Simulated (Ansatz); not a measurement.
**GaCF (triplet): the correlation ladder, cc-pVDZ**

One table from this session's results is given with a row withheld; the runs are named, their logs left out.

Computed with Ansatz 0.2.0, Gaussian basis. Level: cc-pVDZ, core rule «outside noble gas», up to 16 orbitals frozen.

To be run: UHF; CCSD(T) on ROHF; CCSD(T) on UHF; BCCD(T) on ROHF; CISD as a restricted active space (open shells left free, so some higher excitations enter); CCSDT(Q) on ROHF; CCSDT(Q) on UHF.

11 further runs of the same task are left out: 7 for a known fault of the program, 4 set aside as unsound or not needed. Runs told in other sessions of the task aren't counted.

### The system

The geometry is a PBE0/def2-TZVP stationary point (not a proven minimum) of the parent state, kept for this charge and spin. No spin-orbit coupling is included. The filled d shell of Ga may be among the frozen orbitals whatever the setting's name suggests.

3 atoms, charge 0, spin multiplicity 3.

Atoms are counted from 1 here; the program's logs count them from 0.

Bond lengths: C1–Ga2 1.921 Å, Ga2–F3 1.736 Å. Angles: C1–Ga2–F3 180.0°.

The first run:

in.yaml

```yaml
crystal:
  periodic: [false, false, false]
  atoms:
    - {symbol: C, position_ang: [0.000000, 0.000000, 1.859600]}
    - {symbol: Ga, position_ang: [0.000000, 0.000000, -0.061600]}
    - {symbol: F, position_ang: [0.000000, 0.000000, -1.798000]}
basis:
  gaussian: {orbitals: cc-pVDZ}
magnetization: {spin_polarized: true, initial_magnetization: 2}
hamiltonian: {xc: hf}
output: {orbitals: {seedname: orbitals}}
```

Run with:

```console
$ ansatz run in.yaml --threads 1 --pin off --events-out ev --progress --plain --max-ram 4096MiB --backend cpu
```

Steps of the session up to this table: UHF; CCSD(T) on ROHF; CCSD(T) on UHF; BCCD(T) on ROHF; CISD as a restricted active space (open shells left free, so some higher excitations enter); CCSDT(Q) on ROHF; CCSDT(Q) on UHF.

One table of the session follows, with a row left open; its other results are not shown here.

It belongs to the step «Misses and costs». 

```
   method  from UCCSDT(Q) (kJ/mol)
     ROHF                   +959.7
      UHF                   +947.3
     RMP2                    +94.5
     UMP2                    +98.2
    RCCSD                    +37.4
    UCCSD                    +36.6
 RCCSD(T)                     +8.4
 UCCSD(T)                     +8.3
  BCCD(T)                     +8.2
   RCCSDT                     +3.9
   UCCSDT                        ?
RCCSDT(Q)                     +0.7
UCCSDT(Q)                        0
```

Estimate the missing values for UCCSDT.

As computed: from UCCSDT(Q) (kJ/mol): +3.6. In the column «from UCCSDT(Q) (kJ/mol)» it lies between RCCSDT(Q) (+0.7) and RCCSDT (+3.9).

Not comparable, so not listed: CISD as a restricted active space (open shells left free, so some higher excitations enter) (they don't share determinant, frozen orbitals or solution with the rows shown, or repeat one).

To keep in mind: Restricted and unrestricted rows rest on different reference determinants; a gap between their highest levels can come from leftover correlation error, from unlike frozen cores or from another state.
